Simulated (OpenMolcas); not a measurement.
# Ag³⁺ among point charges: CASSCF and CASPT2 levels and susceptibility

How does a field of 8 point charges split the states of Ag³⁺, and what χT follows?

The numbers are computed with OpenMolcas 26.06 (state-averaged CASSCF and CASPT2, spin-orbit coupling by RASSI with atomic mean-field integrals), except any that are marked as measured or tabulated.

### 1 Starting point

- Species: Ag³⁺ (silver, Z = 47, 44 electrons)
- Basis: ANO-RCC-VDZP [6s5p3d1f], 43 functions
- Scalar Hamiltonian: DKH2, point nucleus
- Inactive shells: 1s 2s 2p 3s 3p 3d 4s 4p
- Active space: 8 electrons in 5 orbitals (4d)
- Some configurations of this space: 4d8
- Orbitals: optimised for each spin and parity, averaged over all roots

Outer shells as boxes (Hund's rule):

4d8
```
4d [↑↓][↑↓][↑↓][↑ ][↑ ]
```

The ion sits among 8 point charges of -1.2 e arranged as a cube (Oh), 1.88 Å from the ion.

Each step is its own input file, run in one work folder so that later steps find the files of earlier ones. Labels, J, g values, rates, χT and fits are worked out afterwards by a script from the matrices that RASSI stores. The input lists half of the charges; inversion (Group=XYZ) makes the rest.

### 2 One- and two-electron integrals

a.inp reads:

```
&GATEWAY
Coord
1

Ag 0.0 0.0 0.0
Basis=ANO-RCC-VDZP
Group=XYZ
NoMove
AngMom=0.0 0.0 0.0
AMFI
XField
4 Angstrom 0
1.085419 1.085419 1.085419 -1.200000
1.085419 1.085419 -1.085419 -1.200000
1.085419 -1.085419 1.085419 -1.200000
1.085419 -1.085419 -1.085419 -1.200000
&SEWARD
```

Run with:

```bash
> OMP_NUM_THREADS=1 MOLCAS_MEM=1689 MOLCAS_PROJECT=a pymolcas a.inp > a.log
```

### 3 Reference wave functions, triplets of even parity, 10 roots

a.inp reads:

```
&RASSCF
FileOrb=start.orb
Symmetry=1
Spin=3
nActEl=8 0 0
Inactive=9 9
Ras2=5 0
CIRoot=10 10 1
SDav=10
CIMx=300
Iter=120 100
PrWF=0.3
OrbListing=Nothing
MaxOrb=0
>>> COPY $Project.JobIph JOB001
```

start.orb holds the contracted functions of the basis, ordered by shell, or the orbitals of the step before.

### 4 CASSCF: singlets of even parity, 15 roots

a.inp reads:

```
&RASSCF
FileOrb=start.orb
Symmetry=1
Spin=1
nActEl=8 0 0
Inactive=9 9
Ras2=5 0
CIRoot=15 15 1
SDav=15
CIMx=300
Iter=120 100
PrWF=0.3
OrbListing=Nothing
MaxOrb=0
>>> COPY $Project.JobIph JOB002
```

### 5 RASSI: spin-orbit coupling between the states

a.inp reads:

```
&RASSI
NrOfJobIphs=2 10 15
1 2 3 4 5 6 7 8 9 10
1 2 3 4 5 6 7 8 9 10 11 12 13 14 15
IphNames
JOB001
JOB002
EJob
SpinOrbit
DIPRint=1.0
SOCoupling=1000.0
Subsets=2
Property=9
'ANGMOM' 1 'ANGMOM' 2 'ANGMOM' 3 'MLTPL  1' 1 'MLTPL  1' 2 'MLTPL  1' 3
'AMFI' 1 'AMFI' 2 'AMFI' 3
SOProperty=3
'ANGMOM' 1 'ANGMOM' 2 'ANGMOM' 3
```

### 6 CASPT2: IPEA 0.25, imaginary shift 0.1 (closed shells correlated: 4s 4p)

a.inp reads:

```
>>> COPY JOB001 $Project.JobIph
&CASPT2
Multistate=10 1 2 3 4 5 6 7 8 9 10
NoMult
Frozen=8 6
IPEA=0.25
Imaginary=0.1
MaxIter=60
WThr=0.0 0.3 0.05
PrWF=0.5
NoMix
>>> COPY JOB002 $Project.JobIph
&CASPT2
Multistate=15 1 2 3 4 5 6 7 8 9 10 11 12 13 14 15
NoMult
Frozen=8 6
IPEA=0.25
Imaginary=0.1
MaxIter=60
WThr=0.0 0.3 0.05
PrWF=0.5
NoMix
```

(Steps that only read results are left out.)

What does the calculation give? Wanted: spin-free ground state; first state of the same spin within the active space; lowest level; next level.

As calculated:

| quantity | value |
| --- | --- |
| method | SS-CASPT2, IPEA 0.25, imaginary shift 0.1 (closed shells correlated: 4s 4p) |
| spin-free ground state | 3T1, 3-fold in its orbital part |
| first state of the same spin within the active space | 3T2 at 4290 cm⁻¹ |
| lowest level | 1-fold A1 |
| next level | 895.3 cm⁻¹ |
| χT at 300 K | 1.73 cm³ K/mol |
| effective moment at 300 K | 3.72 μB |

Cost by method:

| method | time of its own steps | time with the reference |
| --- | --- | --- |
| A. CASSCF | 7.9 s | 7.9 s |
| B. SS-CASPT2, IPEA 0.25, imaginary shift 0.1, +4s 4p | 2.8 s | 11 s |

Times are of one thread on a shared host.

The spin-free ground state (3T1) comes to 99 % from free-ion F terms and keeps the highest spin of the shell. χT at 300 K is 1.73, against 1.00 cm³ K/mol for the spin alone, so orbital moment adds to it. A ligand-field fit to the states below 45000 cm-1 gives 10Dq = -5662 cm-1, B = 915 cm-1 and C = 3676 cm-1 (C/B = 4.02), with a deviation of 316 cm-1. CASPT2 does not keep the components of a term degenerate, and the means are used. The field of point charges can differ much from that of real complexes. This is an electrostatic model: the charges have no orbitals.
